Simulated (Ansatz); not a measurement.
# NO on Al(111): molecular dynamics

Aim: shoot the molecule at the surface and see whether it bounces, sticks or breaks. Runs: 200 steps of 1 fs at constant energy. The slab cell is 2×2, 3 layers thick, and the molecule starts well above it. It comes in with 0.2 eV at 40° from the normal, on a surface at rest.

Method: DFT PBE+D3(BJ), plane waves, PAW, scalar-relativistic, no spin polarisation, in Ansatz 0.2.0.

## Step 1: The starting structure

The cell holds 14 atoms (Al12NO): a = 5.728 Å, b = 5.728 Å, c = 18.677 Å, α = 90.00°, β = 90.00°, γ = 60.00°.

Coordinates:

```
Al N O
1.0
     5.72757    0.00000    0.00000
     2.86378    4.96022    0.00000
     0.00000    0.00000   18.67654
Al N O
12 1 1
Direct
  0.16667 0.16667 0.05354
  0.66667 0.16667 0.05354
  0.16667 0.66667 0.05354
  0.66667 0.66667 0.05354
  0.83333 0.33333 0.17874
  0.33333 0.33333 0.17874
  0.83333 0.83333 0.17874
  0.33333 0.83333 0.17874
  0.00000 0.00000 0.30394
  0.50000 0.00000 0.30394
  0.00000 0.50000 0.30394
  0.50000 0.50000 0.30394
  0.25868 0.98149 0.47414
  0.25868 0.98149 0.53732
```

## Step 2: The run

200 steps of 1 fs at constant energy.

input.yaml

```yaml
crystal:
  lattice:
    - [5.727565, 0.0, 0.0]
    - [2.863782, 4.960217, 0.0]
    - [0.0, 0.0, 18.676537]
  atoms:
    - { symbol: Al, position: [0.1666667, 0.1666667, 0.0535431] }
    - { symbol: Al, position: [0.6666667, 0.1666667, 0.0535431] }
    - { symbol: Al, position: [0.1666667, 0.6666667, 0.0535431] }
    - { symbol: Al, position: [0.6666667, 0.6666667, 0.0535431] }
    - { symbol: Al, position: [-0.1666667, 0.3333333, 0.1787413] }
    - { symbol: Al, position: [0.3333333, 0.3333333, 0.1787413] }
    - { symbol: Al, position: [-0.1666667, 0.8333333, 0.1787413] }
    - { symbol: Al, position: [0.3333333, 0.8333333, 0.1787413] }
    - { symbol: Al, position: [0.0, 0.0, 0.3039395] }
    - { symbol: Al, position: [0.5, 0.0, 0.3039395] }
    - { symbol: Al, position: [0.0, 0.5, 0.3039395] }
    - { symbol: Al, position: [0.5, 0.5, 0.3039395] }
    - { symbol: "N", position: [0.258682, -0.018506, 0.4741352] }
    - { symbol: O, position: [0.258682, -0.018506, 0.537316] }
basis:
  ecutwfc: 420.0
kpoints:
  mp_grid: { grid: [3, 3, 1] }
hamiltonian:
  xc: pbe
  dispersion: d3bj
scf:
  occupations: { method: fermi_dirac, width: 0.1 }
  lower_state_search: "off"
  max_iter: 96
md:
  timestep: 1
  n_steps: 200
  ensemble: nve
  initial_velocities: zero
  seed: 627644
  initial_site_velocities:
    - { site: 12, velocity: [0.00729, 0.0, -0.008688] }
    - { site: 13, velocity: [0.00729, 0.0, -0.008688] }
  constraints: [{ sites: [0, 1, 2, 3] }]
```

Run with:

```console
ansatz run input.yaml --threads 1 --pin off --max-ram 3072MiB --backend cpu --events-out ev --progress --plain --runs-dir out
```

What does the calculation give? Wanted: lowest height of the centre of mass; shortest distance to a slab atom; temperature, first and last step; temperature, second half; potential energy, second half; largest change of the total energy; mean square displacement, second half.

The runs gave:

```
                             quantity                                                 value
  lowest height of the centre of mass  0.87 Å over the top layer's first level, at 200.0 fs
     shortest distance to a slab atom                                                1.59 Å
                               length                                     200 steps of 1 fs
     temperature, first and last step                                        155 and 1081 K
             temperature, second half                        mean 917 K, from 475 to 1214 K
        potential energy, second half                           -70 meV/atom from the start
   largest change of the total energy                                         0.22 meV/atom
mean square displacement, second half                             O 7.8, N 6.9, Al 0.040 Å²
```

The molecule's centre of mass comes down from 3.81 Å to 0.87 Å and is still falling when the run ends, so its fate is open. Its shortest distance to a slab atom is 1.59 Å. The total energy strays from its start by at most 0.22 meV/atom, 0.3 % of the mean kinetic energy, which is good for a step of 1 fs. The printed temperature only measures the kinetic energy here. Kinetic energy grows to 0.9 eV on average, more than the molecule brought: the slab or molecule was not relaxed and heats itself. The run is too short to decide the outcome. 200 fs on 14 atoms is far too short and small for converged averages. The cell holds an odd number of electrons and spin is off, so an unpaired electron is smeared over both spins.
